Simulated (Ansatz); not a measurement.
# BaMnAsF: the cost of one run

Program: Ansatz 0.2.0. Level of theory: DFT PBE+U, scalar-relativistic, plane waves, PAW. These are calculated values, not measurements.

## Step 1: The system as given

It takes space group P4/nmm (No. 129, tetragonal). The conventional cell has a = 4.413 Å, b = 4.413 Å, c = 9.637 Å, α = 90.00°, β = 90.00°, γ = 90.00°. Around Ba (site symmetry 4mm) lie 4 F at 2.67 Å. Mn (site symmetry -4m2) is surrounded by 4 As at 2.70 Å. As (site symmetry 4mm) has 4 Mn at 2.70 Å in its first shell of neighbours. F (site symmetry -4m2) has 4 Ba at 2.67 Å in its first shell of neighbours.

As a file:

```
Ba Mn As F
1.0
     4.41258    0.00000    0.00000
     0.00000    4.41258    0.00000
     0.00000    0.00000   19.27400
Ba Mn As F
4 4 4 4
Direct
  0.50000 0.00000 0.17201
  0.00000 0.50000 0.32799
  0.50000 0.00000 0.67201
  0.00000 0.50000 0.82799
  0.50000 0.50000 0.00000
  0.00000 0.00000 0.00000
  0.50000 0.50000 0.50000
  0.00000 0.00000 0.50000
  0.00000 0.50000 0.08115
  0.50000 0.00000 0.41885
  0.00000 0.50000 0.58115
  0.50000 0.00000 0.91885
  0.50000 0.50000 0.25000
  0.00000 0.00000 0.25000
  0.50000 0.50000 0.75000
  0.00000 0.00000 0.75000
```

## Step 2: Coarse mesh, to find the state of the open shells

input.yaml

```yaml
crystal:
  lattice:
    - [4.4125831844, 0.0, 0.0]
    - [0.0, 4.4125831844, 0.0]
    - [0.0, 0.0, 19.2740027576]
  atoms:
    - { symbol: Ba, position: [0.5, 0.0, 0.1720137724] }
    - { symbol: Ba, position: [0.0, 0.5, 0.3279862276] }
    - { symbol: Mn, position: [0.5, 0.5, 0.0], spin: 5.0 }
    - { symbol: Mn, position: [0.0, 0.0, 0.0], spin: 5.0 }
    - { symbol: As, position: [0.0, 0.5, 0.0811479881] }
    - { symbol: As, position: [0.5, 0.0, 0.4188520119] }
    - { symbol: F, position: [0.5, 0.5, 0.25] }
    - { symbol: F, position: [0.0, 0.0, 0.25] }
    - { symbol: Ba, position: [0.5, 0.0, 0.6720137724] }
    - { symbol: Ba, position: [0.0, 0.5, 0.8279862276] }
    - { symbol: Mn, position: [0.5, 0.5, 0.5], spin: 5.0 }
    - { symbol: Mn, position: [0.0, 0.0, 0.5], spin: 5.0 }
    - { symbol: As, position: [0.0, 0.5, 0.5811479881] }
    - { symbol: As, position: [0.5, 0.0, 0.9188520119] }
    - { symbol: F, position: [0.5, 0.5, 0.75] }
    - { symbol: F, position: [0.0, 0.0, 0.75] }
basis:
  ecutwfc: 420
  ecutrho_ratio: 4
kpoints:
  mp_grid: { grid: [3, 3, 1] }
hamiltonian:
  xc: pbe
  hubbard: { sites: [{ species: Mn, l: d, u_eff: 3.9 }] }
scf:
  occupations: { method: gaussian, width: 0.05 }
output:
  forces: true
  stress: true
  eigenvalues: true
  populations: true
  hubbard: { sites: [{ species: Mn, l: d }] }
magnetization:
  spin_polarized: true
```

Started as:

```console
$ ansatz run input.yaml --threads 4 --pin off --max-ram 10240MiB --backend cpu --events-out ev --progress --plain --runs-dir out
```

**Question.** How long does this run take on 4 threads of Arm Neoverse V1, shared host, and how much memory does it need?

About 18 s, with a peak of 1.3 GiB.
